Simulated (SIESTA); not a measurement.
Zn4TeO3:

```
CELL_PARAMETERS angstrom
3.37098 0.00000 0.00000
0.00000 3.64425 5.17965
0.00000 -3.64425 5.17965
ATOMIC_POSITIONS crystal
Te 0.50000 0.36432 0.36432
Zn 0.00000 0.55264 0.55264
Zn 0.50000 0.52851 0.93788
Zn 0.50000 0.93788 0.52851
Zn 0.00000 0.99498 0.99498
O 0.50000 0.87437 0.87437
O 0.00000 0.87473 0.37256
O 0.00000 0.37256 0.87473
```

The cell comes from a database or a generator and needn't be the stable form of this composition.

```yaml
Program: SIESTA 5.4.2
Task: single point
Functional: PBE
Potentials_or_basis: PseudoDojo 0.4 standard (PBE files)
Basis: DZP (energy shift 0.003 Ry; two zetas on semicore shells)
Grid_cutoff: 800 Ry
Energy_shift: 0.003 Ry
k_mesh: 8 × 5 × 5
Occupations: fermi-dirac, width 0.05 eV
Spin: no spin polarisation
```

On this cell: pressure 0.0 GPa; largest force 0.145 eV/Å; band gap on the k mesh none (metal or under the smearing width).

The same run follows on a disturbed copy (atoms moved at random, drawn with an rms of 0.05 Å):

```
Te Zn O
1.0
     3.37098    0.00000    0.00000
     0.00000    3.64425    5.17965
     0.00000   -3.64425    5.17965
Te Zn O
1 4 3
Direct
  0.49415 0.35310 0.36879
  0.99898 0.54481 0.55835
  0.50516 0.52649 0.93999
  0.49591 0.93910 0.53372
  0.99878 0.99215 0.98554
  0.49090 0.87287 0.87840
  0.99810 0.87075 0.37666
  0.01424 0.38750 0.87121
```

Task: What does the disturbed cell give?

Result: The energy (extrapolated to zero smearing) moves by +13.3 meV/atom; pressure 1.5 GPa; largest force 1.155 eV/Å; band gap on the k mesh none (metal or under the smearing width).

Forces on the atoms (eV/Å):
```
Te   0.095  0.611  0.432
Zn  -0.076  1.054 -0.466
Zn   0.167 -0.154  0.320
Zn   0.040 -0.218 -0.672
Zn  -0.108 -0.273  0.389
O    0.211  0.039 -0.033
O   -0.040 -0.189  0.027
O   -0.288 -0.870  0.005
```

Stress tensor (GPa, compression positive):
```
 2.68  0.06 -0.03
 0.06  1.64  0.11
-0.03  0.11  0.16
```

Caveats: short orbitals over semicore shells can move pressures by several GPa; the valence orbitals were made in a potential fitted to the semicore shell under them, which widens gaps by tenths of an eV or more; the basis of atomic orbitals isn't converged, which shifts pressures, moduli and gaps.
